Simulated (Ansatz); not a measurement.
**CH₈B₂N₂: a ladder of functionals and wavefunction methods**

How much do the methods differ for CH₈B₂N₂? The plan is to run it at one geometry with functionals of several rungs and with coupled cluster, and see how far each lands from CCSD(T) at the basis-set limit for the atomisation energy.

Program: Ansatz 0.2.0, Gaussian basis. Level of theory: functionals in def2-TZVPP, the program's frozen cores in correlated methods. These are calculated values, not measurements.

The runs, in order: LDA (SPW92), PBE-D4, revPBE-D4, BLYP-D4, r2SCAN-D4, B97M-V, PBE0-D4, B3LYP-D4, r2SCANh-D4, r2SCAN0-D4, HSE06-D4, BHLYP-D4, CAM-B3LYP-D4, LC-ωPBE, ωB97X-V, ωB97M-V, B2PLYP, PBE-QIDH; CCSD(T)/def2-SVP; CCSD(T)/def2-TZVPP; MP2/def2-QZVPP; extrapolation to the limit; RPA on PBE.

## Step 1: The geometry

The geometry comes from an earlier relaxation with PBE0-D4 in a triple-zeta def2 set; it is a stationary point, not always the lowest conformer.

13 atoms, charge 0, spin multiplicity 1.

Atoms are counted from 1 here; the program's logs count them from 0.

Bond lengths: B1–N2 1.397 Å, B1–H6 1.198 Å, B1–H7 1.200 Å, N2–B3 1.461 Å, N2–H8 1.010 Å, B3–C4 1.575 Å, B3–N5 1.398 Å, C4–H9 1.095 Å, C4–H10 1.092 Å, C4–H11 1.095 Å, N5–H12 1.003 Å, N5–H13 1.005 Å. Angles: N2–B1–H6 120.0°, N2–B1–H7 119.9°, H6–B1–H7 120.1°, B1–N2–B3 129.3°, B1–N2–H8 116.2°, B3–N2–H8 114.5°, N2–B3–C4 118.8°, N2–B3–N5 119.8°, C4–B3–N5 121.4°, B3–C4–H9 110.8°, B3–C4–H10 113.6°, B3–C4–H11 110.7°, H9–C4–H10 107.5°, H9–C4–H11 106.2°, H10–C4–H11 107.5°, B3–N5–H12 122.3°, B3–N5–H13 123.2°, H12–N5–H13 114.5°.

As a file:

```tsv
atom	x (Å)	y (Å)	z (Å)
B1	-1.99249	-0.08441	0.92695
N2	-0.99138	-0.44044	0.02045
B3	0.37069	0.07292	-0.10254
C4	1.30146	-0.50856	-1.23269
N5	0.82324	1.06118	0.77665
H6	-3.06363	-0.61870	0.87638
H7	-1.77850	0.75739	1.75545
H8	-1.23257	-1.15325	-0.65270
H9	0.85028	-0.36634	-2.22051
H10	2.29529	-0.05688	-1.25660
H11	1.43344	-1.58888	-1.10867
H12	1.75054	1.44024	0.72479
H13	0.25393	1.45072	1.50786
```

## Step 2: LDA

This LDA is Slater exchange with PW92 correlation.

Input file in.yaml:

```yaml
crystal:
  periodic: [false, false, false]
  atoms:
    - {symbol: B, position_ang: [-1.992489, -0.084412, 0.926949]}
    - {symbol: N, position_ang: [-0.991380, -0.440440, 0.020445]}
    - {symbol: B, position_ang: [0.370693, 0.072919, -0.102539]}
    - {symbol: C, position_ang: [1.301460, -0.508564, -1.232685]}
    - {symbol: N, position_ang: [0.823244, 1.061179, 0.776645]}
    - {symbol: H, position_ang: [-3.063633, -0.618699, 0.876376]}
    - {symbol: H, position_ang: [-1.778503, 0.757388, 1.755446]}
    - {symbol: H, position_ang: [-1.232575, -1.153249, -0.652702]}
    - {symbol: H, position_ang: [0.850282, -0.366335, -2.220513]}
    - {symbol: H, position_ang: [2.295286, -0.056875, -1.256605]}
    - {symbol: H, position_ang: [1.433443, -1.588877, -1.108669]}
    - {symbol: H, position_ang: [1.750542, 1.440245, 0.724795]}
    - {symbol: H, position_ang: [0.253929, 1.450722, 1.507861]}
basis:
  gaussian: {orbitals: def2-TZVPP}
hamiltonian: {xc: lda}
output: {orbitals: {seedname: orbitals}}
```

After this run come: PBE-D4 (GGA); revPBE-D4 (GGA); BLYP-D4 (GGA); r2SCAN-D4 (meta-GGA); B97M-V (meta-GGA); PBE0-D4 (hybrid); B3LYP-D4 (hybrid); r2SCANh-D4 (hybrid); r2SCAN0-D4 (hybrid); HSE06-D4 (hybrid); BHLYP-D4 (hybrid); CAM-B3LYP-D4 (range-separated); LC-ωPBE (range-separated); ωB97X-V (range-separated); ωB97M-V (range-separated); B2PLYP (double hybrid); PBE-QIDH (double hybrid); CCSD(T) in def2-SVP; CCSD(T) in def2-TZVPP; MP2 in def2-QZVPP; RPA on PBE orbitals.

Before running them: what should the planned runs give, taken together? Wanted: atomisation energy, CCSD(T)/CBS; farthest beyond LDA; mean size of error, GGA; mean size of error, meta-GGA; mean size of error, hybrid; mean size of error, range-separated; mean size of error, double hybrid; gap, smallest and largest; T1 diagnostic.

**Answer**, as computed:

| quantity | value |
| --- | --- |
| atomisation energy, CCSD(T)/CBS | 5058.6 kJ/mol |
| functionals within 25.3 kJ/mol (0.5 %) | revPBE-D4, r2SCANh-D4, LC-ωPBE, B2PLYP, PBE-QIDH |
| farthest beyond LDA | PBE-D4 (+121.2 kJ/mol) |
| mean size of error, GGA | 56.4 kJ/mol |
| mean size of error, meta-GGA | 34.0 kJ/mol |
| mean size of error, hybrid | 42.4 kJ/mol |
| mean size of error, range-separated | 48.4 kJ/mol |
| mean size of error, double hybrid | 5.8 kJ/mol |
| gap, smallest and largest | 4.98 eV (LDA (SPW92)), 12.40 eV (LC-ωPBE) |
| T1 diagnostic | 0.0120 |
| triples share of the correlation energy | 3.7 % |

What this shows: LDA overbinds by 700.0 kJ/mol (14 %). PBE-D4 misses by +121.2 kJ/mol. Double hybrids carry the basis error of their MP2 part in triple zeta, and no dispersion term here, so their miss is partly the set-up's. Taken by rung, double hybrid functionals do best (5.8 kJ/mol on average) and GGA ones worst beyond LDA (56.4 kJ/mol). Misses under about 25.3 kJ/mol are within the doubt on the reference itself, which lacks core-valence correlation, relativity and higher excitations. Hartree-Fock recovers 75 % of the binding; the rest is correlation. CCSD(T) in def2-SVP is off by -234.7 kJ/mol, worse than the median functional, from the basis alone. Orbital gaps span 5.0 to 12.4 eV; exact exchange widens them.
